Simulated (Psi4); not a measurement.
# CAM-B3LYP/def2-SVP run of SiH2O2F2 (SMILES O[Si](O)(F)F)

Aim: the vertical singlet–triplet gap of SiH2O2F2 at CAM-B3LYP/def2-SVP, from 2 runs. 

The results are computed with Psi4 1.11.

## 1. The molecule

The species is SiH2O2F2 (7 atoms), meant as a singlet with charge 0. As SMILES, `O[Si](O)(F)F`. Geometry: relaxed at PBE0-D4/def2-TZVP. This is one conformer, not always the lowest.

Bond lengths: O1–Si2 1.609 Å, Si2–O3 1.609 Å, Si2–F4 1.583 Å, Si2–F5 1.583 Å, O1–H6 0.957 Å, O3–H7 0.957 Å. Angles: O1–Si2–O3 107.3°, O1–Si2–F4 112.2°, O1–Si2–F5 110.1°, O3–Si2–F4 110.1°, O3–Si2–F5 112.2°, F4–Si2–F5 104.9°, Si2–O1–H6 118.9°, Si2–O3–H7 118.9°.

## 2. Energy and forces at CAM-B3LYP/def2-SVP

f2h2o2si.dat

```
memory 2200 mb

molecule mol {
  0 1
  O     -1.123000     0.443800     0.890500
  Si    -0.011100    -0.018100    -0.177300
  O      1.321200    -0.386600     0.646700
  F     -0.483500    -1.262700    -1.033600
  F      0.238000     1.131800    -1.236100
  H     -1.829300     1.022300     0.602200
  H      1.948900    -0.998500     0.262000
  symmetry c1
}

set basis def2-SVP
set puream true
set e_convergence 1e-09
set d_convergence 1e-08
set scf_type pk
set dft_radial_points 99
set dft_spherical_points 590

e, wfn = gradient('cam-b3lyp', return_wfn=True)
print_variables()
```

The run is started by

```sh
psi4 -i f2h2o2si.dat -o f2h2o2si.out -n 1
```

f2h2o2si.out:

```text
[...]
  Running in c1 symmetry.
[...]
  Nuclear repulsion =  270.470000707396764
[...]
  Multiplicity = 1
[...]
  Nalpha       = 25
  Nbeta        = 25
[...]
    Number of basis functions: 84
[...]
   @RKS iter   1:  -640.31495451530475   -4.06152e-01   1.07340e-02 ADIIS/DIIS
[...]
   @RKS iter  10:  -640.60166197822139   -7.38964e-12   9.48617e-09 DIIS
[...]
    Orbital Energies [Eh]
    ---------------------
    Doubly Occupied:
       1A    -66.299157     2A    -24.759420     3A    -24.759347
       4A    -19.226916     5A    -19.226877     6A     -5.454813
       7A     -3.818845     8A     -3.818629     9A     -3.816966
      10A     -1.269968    11A     -1.245281    12A     -1.103995
      13A     -1.085586    14A     -0.681959    15A     -0.607018
      16A     -0.597407    17A     -0.570903    18A     -0.535957
      19A     -0.528902    20A     -0.509497    21A     -0.493218
      22A     -0.455864    23A     -0.442155    24A     -0.424372
      25A     -0.416362
[...]
  @RKS Final Energy:  -640.60166197822139
   => Energetics <=
    Nuclear Repulsion Energy =            270.4700007073967640
    One-Electron Energy =               -1426.9179341762112472
    Two-Electron Energy =                 560.7498034222318211
    DFT Exchange-Correlation Energy =     -44.9035319316387529
    Empirical Dispersion Energy =           0.0000000000000000
    VV10 Nonlocal Energy =                  0.0000000000000000
    Total Energy =                       -640.6016619782213866
[...]
 Multipole Moments:
 ------------------------------------------------------------------------------------
     Multipole            Electronic (a.u.)      Nuclear  (a.u.)        Total (a.u.)
 ------------------------------------------------------------------------------------
 L = 1.  Multiply by 2.5417464519 to convert [e a0] to [Debye]
 Dipole X            :         -0.3597474            0.3447560           -0.0149914
 Dipole Y            :         -0.1524687            0.1460807           -0.0063881
 Dipole Z            :         -3.0885147            2.9592576           -0.1292572
 Magnitude           :                                                    0.1302803
[...]
  -Total Gradient:
     Atom            X                  Y                   Z
    ------   -----------------  -----------------  -----------------
       1        0.004347624543    -0.000801379600    -0.006328478906
       2       -0.001377998206    -0.000576726253    -0.012016510619
       3       -0.005627894719     0.000145785030    -0.005258474796
       4        0.005000487760     0.013721310885     0.009784386554
       5       -0.002475738185    -0.012655728769     0.011960435659
       6        0.004117788930    -0.003055312358     0.000603391676
       7       -0.003981162494     0.003222559877     0.001279800285
[...]
```

Run time: 28 s. Hardware: 1 thread of Intel Xeon Platinum 8259CL at 2.50GHz (Skylake/Cascade Lake), shared host; peak memory 1.1 GiB.

## 3. The triplet: the energy at UCAM-B3LYP/def2-SVP

calc.dat

```
memory 2200 mb

molecule {
  0 3
  O
  Si 1 1.609307
  O 2 1.609283 1 107.33654
  F 2 1.582858 3 110.12256 1 -122.45164
  F 2 1.582839 4 104.8519 3 120.94929
  H 1 0.957413 2 118.90297 5 32.84496
  H 3 0.9573 2 118.91056 5 -83.57528
  symmetry c1
}

set {
  basis                def2-SVP
  reference            uks
  puream               true
  e_convergence        1e-09
  d_convergence        1e-08
  scf_type             pk
  dft_radial_points    99
  dft_spherical_points 590
  maxiter              100
}

energy_value, wavefunction = energy('cam-b3lyp', return_wfn=True)
oeprop(wavefunction, 'QUADRUPOLE', 'MULLIKEN_CHARGES', 'MAYER_INDICES', title='CAM-B3LYP')
```

The run is started by

```sh
psi4 -i calc.dat -o calc.out -n 1
```

calc.out:

```text
[...]
  Running in c1 symmetry.
[...]
  Nuclear repulsion =  270.470007934014006
[...]
  Multiplicity = 3
[...]
  Nalpha       = 26
  Nbeta        = 24
[...]
    Number of basis functions: 84
[...]
   @UKS iter   1:  -640.08254269123313   -1.73740e-01   8.25296e-03 DIIS/ADIIS
[...]
   @UKS iter  22:  -640.26601982553029   -3.29692e-12   9.10022e-09 DIIS
[...]
   @S^2 Observed:                2.009987807E+00
[...]
  @UKS Final Energy:  -640.26601982553029
   => Energetics <=
    Nuclear Repulsion Energy =            270.4700079340140064
    One-Electron Energy =               -1424.5119378216013502
    Two-Electron Energy =                 558.5753204661644986
    DFT Exchange-Correlation Energy =     -44.7994104041075047
    Empirical Dispersion Energy =           0.0000000000000000
    VV10 Nonlocal Energy =                  0.0000000000000000
    Total Energy =                       -640.2660198255302930
[...]
 Multipole Moments:
 ------------------------------------------------------------------------------------
     Multipole            Electronic (a.u.)      Nuclear  (a.u.)        Total (a.u.)
 ------------------------------------------------------------------------------------
 L = 1.  Multiply by 2.5417464519 to convert [e a0] to [Debye]
 Dipole X            :         -0.0001636            0.0000218           -0.0001418
 Dipole Y            :          2.1531647           -2.4029681           -0.2498034
 Dipole Z            :          1.5829438           -1.7672417           -0.1842979
 Magnitude           :                                                    0.3104311
 L = 2.  Multiply by 1.3450342976 to convert [e a0^2] to [Debye ang]
 Quadrupole XX       :       -129.6711626          101.9649782          -27.7061843
 Quadrupole XY       :          4.4490044           -4.7619230           -0.3129186
[...]
  Mulliken Charges: (a.u.)
   Center  Symbol    Alpha    Beta     Spin     Total
       1     O     4.24169  3.77431  0.46738 -0.01601
       2    SI     6.92285  6.49383  0.42902  0.58331
       3     O     4.24168  3.77390  0.46778 -0.01558
       4     F     4.64777  4.62056  0.02721 -0.26834
       5     F     4.64776  4.62055  0.02722 -0.26831
       6     H     0.64895  0.35842  0.29054 -0.00737
       7     H     0.64928  0.35842  0.29086 -0.00771
   Total alpha = 26.00000, Total beta = 24.00000, Total charge = -0.00000
  Mayer Bond Indices:
[...]
```

Wall time 54 s (1 thread of Intel Xeon Platinum 8259CL at 2.50GHz (Skylake/Cascade Lake), shared host); peak memory 1.1 GiB.

## 4. Outcome

Level: CAM-B3LYP/def2-SVP.

```
                                        quantity          value
                           singlet: total energy  -640.60166 Eh
                          singlet: dipole moment         0.33 D
                            singlet: HOMO energy      -11.33 eV
                            singlet: LUMO energy        1.73 eV
                          singlet: HOMO–LUMO gap       13.06 eV
               singlet: largest force on an atom     0.904 eV/Å
                           triplet: total energy  -640.26602 Eh
                          triplet: dipole moment         0.79 D
     triplet: HOMO energy (highest over α and β)       -2.63 eV
                                   triplet: ⟨S²⟩          2.010
vertical energy of the triplet above the singlet       9.133 eV
```

At this shape the triplet lies 9.13 eV (211 kcal/mol) above the singlet. The largest force (singlet) is 0.90 eV/Å: the shape isn't a stationary point for this species at this level. Mulliken charges (triplet) run from -0.27 on F4 to +0.58 on Si2; they depend strongly on the basis.
